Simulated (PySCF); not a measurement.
**[SmF2]+: other functionals and bases at one geometry**

One table from this session's results is given with a row withheld; the runs are named, their logs left out.

Computed with PySCF 2.14.0. Level: several levels, as the steps say, no spin–orbit coupling.

1 further run of the same task is left out (for a known fault of the program).

## Starting geometry

3 atoms, charge 1, spin multiplicity 1.

Bond lengths: Sm1–F2 1.971 Å, Sm1–F3 1.971 Å. Angles: F2–Sm1–F3 109.1°.

Geometry (Å):

```xyz
3

Sm    0.00000    0.00000   -0.35580
F     1.60615    0.00000    0.78702
F    -1.60615    0.00000    0.78702
```

Formal oxidation states: Sm +3. Each metal's 5 4f electrons lie in its core potential, so multiplicities, spins and levels count the valence alone. An earlier session relaxed this geometry at PBE0, Sm lcecp-1-SVP with ECP51, F def2-SVP (singlet, point group C2v).

At PBE0 on the finer grid: E = -233.951870 Eh, HOMO -16.03 eV, LUMO -7.83 eV, Mulliken charge on Sm1 +1.67 e, largest force component 0.009 eV/Å. 

Levels to run: TPSSh; BLYP; PBE0, TZVP. Hardware: 2 threads of Arm Neoverse V1, shared host.

Set-up of the first run:

Input file run.py (the lines that set the calculation):

```python
mol = gto.M(atom='''
Sm     0.00000     0.00000    -0.35580
F      1.60615     0.00000     0.78702
F     -1.60615     0.00000     0.78702''',
    basis={'Sm': 'lcecp-1-SVP', 'F': 'def2-SVP'},
    ecp={'Sm': 'lcecp-1-SVP'},
    charge=1, spin=0)
mf = dft.RKS(mol, xc='TPSSH')
mf.grids.atom_grid = (75, 302)  # f atoms: unpruned, at least (60, 302)
mf = mf.density_fit()  # fitting sets: Sm AutoAux, F def2-universal-JKFIT
mf.conv_tol = 1e-08; mf.max_cycle = 55
mf.kernel(dm0)  # dm0: the density of the relaxed state
```

Run with:

```console
$ OMP_NUM_THREADS=2 python run.py
```

Among the steps run: TPSSh; BLYP; PBE0, TZVP.

One table of the session follows, with a row left open; its other results are not shown here.

| level | HOMO (eV) | gap (eV) | charge on Sm1 (e) | dipole (D) | largest force component (eV/Å) |
| --- | --- | --- | --- | --- | --- |
| PBE0 (relaxed here) | -16.03 | 8.20 | 1.67 | 6.40 | 0.01 |
| TPSSh | -14.95 | 6.90 | 1.64 | 6.24 | 0.36 |
| BLYP | ? | ? | ? | ? | ? |
| PBE0, TZVP | -16.06 | 8.32 | 1.85 | 6.44 | 0.24 |

Q: Estimate the row for BLYP from the others.

**Answer.** HOMO (eV): -14.02; gap (eV): 5.37; charge on Sm1 (e): 1.51; dipole (D): 5.89; largest force component (eV/Å): 0.83. In the column «HOMO (eV)» it is the highest.

The dipole of a charged species depends on the origin, so these sizes hold for this origin alone.

In one basis the HOMO–LUMO gap runs from 5.37 eV (BLYP) to 8.20 eV (PBE0). The largest leftover force, 0.83 eV/Å with BLYP, stands at a geometry relaxed at another level. With 4f in the core, its levels are missing from HOMO and gap, and its count is fixed, so no charge can pass from the ligands into it. Total energies of different levels can't be compared.
